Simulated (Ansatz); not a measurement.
The system is Hf2Pd2Se2Br2O3.

```
CELL_PARAMETERS angstrom
5.60663 -0.09346 -0.01409
1.61393 5.33512 0.00251
1.36916 1.91529 8.31543
ATOMIC_POSITIONS crystal
Hf 0.23317 0.65161 0.02284
Hf 0.76683 0.34839 0.97716
Pd 0.00000 0.50000 0.50000
Pd 0.00000 0.00000 0.50000
Se 0.02419 0.33917 0.25331
Se 0.97581 0.66083 0.74669
Br 0.50000 0.50000 0.50000
Br 0.50000 0.00000 0.50000
O 0.44792 0.35724 0.92101
O 0.55208 0.64276 0.07899
O 0.00000 0.00000 0.00000
```

The cell was built by a generator and needn't be a form met in nature.

Base run:

| Quantity | Value |
| --- | --- |
| Program | Ansatz 0.2.0 |
| Functional | BLYP |
| Potentials or basis | Ansatz PAW |
| Cutoff | 420 eV (not typed: the program's choice for these potentials) |
| k mesh | 5 × 5 × 4 |
| Occupations | fermi-dirac, width 0.05 eV |
| Spin | no spin polarisation |

Its results: band gap on the k mesh none (metal or under the smearing width); pressure 3.6 GPa; largest force 0.360 eV/Å.

Q: The run is repeated on the same cell with these changes: functional from BLYP to RPBE. What comes out?

A: Band gap on the k mesh none (metal or under the smearing width); pressure 2.3 GPa; largest force 0.224 eV/Å.

Caveats: spin-orbit coupling is left out, which moves the levels of the heavy elements; the PAW data sets come from PBE, with cores solved anew for the run's functional, which leaves a small shift of forces and pressure.
